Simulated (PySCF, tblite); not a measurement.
# C₈H₉ClSi: geometry, infrared bands and NMR shifts

What infrared bands and NMR shifts should C₈H₉ClSi (`Clc1ccc([SiH]2CC2)cc1`) show?

Computed with tblite 0.8.0 and PySCF 2.14.0, with density-fitted response routines of our own, on a single molecule in the gas phase. Atoms count from 0, in the outputs and in this text.

### Step 1. The molecule as given

19 atoms, charge 0, multiplicity 1; geometry from: force field or distance geometry start.

Bonds of the start (Å): Cl0–C1 1.76, C1–C2 1.36, C2–C3 1.39, C3–C4 1.41, C4–Si5 1.83, Si5–C6 1.86, C6–C7 1.51, C4–C8 1.38, C8–C9 1.38, C9–C1 1.40, C7–Si5 1.84, C2–H10 1.08, C3–H11 1.07, Si5–H12 1.47, C6–H13 1.12, C6–H14 1.11, C7–H15 1.12, C7–H16 1.13, C8–H17 1.08, C9–H18 1.09.

### Step 2. Relaxing the molecule with GFN2-xTB

What the job is given:

```
{"job": {"kind": "relax", "xc": "GFN2-xTB", "basis": "xTB"}, "charge": 0, "multiplicity": 1}
Cl     4.681900    -0.352100    -0.081200
C      2.948300    -0.057700     0.020200
C      2.328000     0.932700    -0.680200
C      0.960400     1.136300    -0.576400
C      0.212200     0.309000     0.284000
Si    -1.585300     0.638500     0.364200
C     -2.551400    -0.192500    -0.996400
C     -2.815000    -0.726300     0.393400
C      0.865100    -0.683000     0.981800
C      2.222500    -0.893500     0.884500
H      2.918700     1.552700    -1.331000
H      0.492800     1.918600    -1.140800
H     -2.011700     2.026500     0.611300
H     -3.355200     0.395900    -1.513300
H     -1.974800    -0.822300    -1.711900
H     -2.511100    -1.782600     0.615600
H     -3.826400    -0.414200     0.798400
H      0.258000    -1.302600     1.625400
H      2.733400    -1.674000     1.445000
```

Started as:

```console
$ OMP_NUM_THREADS=1 python probes_run.py task.json out
```

This one command runs all jobs of the session in turn.

**Question.** This job is followed by: GFN2-xTB harmonic vibrations, gas phase; GIAO PBE0/pcSseg-1 NMR shielding, non-relativistic, gas phase. What will the session give for the following? strongest single infrared mode (GFN2-xTB); zero-point energy (GFN2-xTB); ¹³C shifts against TMS (PBE0/pcSseg-1, means over atoms taken as alike); ¹H shifts against TMS (PBE0/pcSseg-1, means over atoms taken as alike); ³⁵Cl shifts against HCl (PBE0/pcSseg-1); ²⁹Si shifts against TMS (PBE0/pcSseg-1).

**Answer**, as computed:

```
                                                               quantity                                 value
                              strongest single infrared mode (GFN2-xTB)                 2325 cm⁻¹, 309 km/mol
                                           zero-point energy (GFN2-xTB)                         87.8 kcal/mol
¹³C shifts against TMS (PBE0/pcSseg-1, means over atoms taken as alike)  148.2, 140.2, 135.2, 134.1, -0.2 ppm
 ¹H shifts against TMS (PBE0/pcSseg-1, means over atoms taken as alike)      7.56, 7.54, 3.60, 0.86, 0.79 ppm
                                ³⁵Cl shifts against HCl (PBE0/pcSseg-1)                               243 ppm
                                ²⁹Si shifts against TMS (PBE0/pcSseg-1)                            -124.4 ppm
```

What this shows: Relaxing lowered the energy by 0.421 eV in 154 steps; the close pair that moved most is C7–H16, from 1.133 to 1.080 Å. No mode is imaginary among the 51: a minimum at this level. The strongest single mode, at 2325 cm⁻¹, moves mainly H12. GFN2-xTB is a fitted tight-binding method: band positions and strengths are rough. Its intensities can rank the bands wrongly. At PBE0/pcSseg-1: The largest span, 453 ppm, is at Cl0, where the paramagnetic term is -437 ppm. NICS(1)zz of -26 ppm above the planar ring from C1 marks a diatropic (aromatic) ring current.
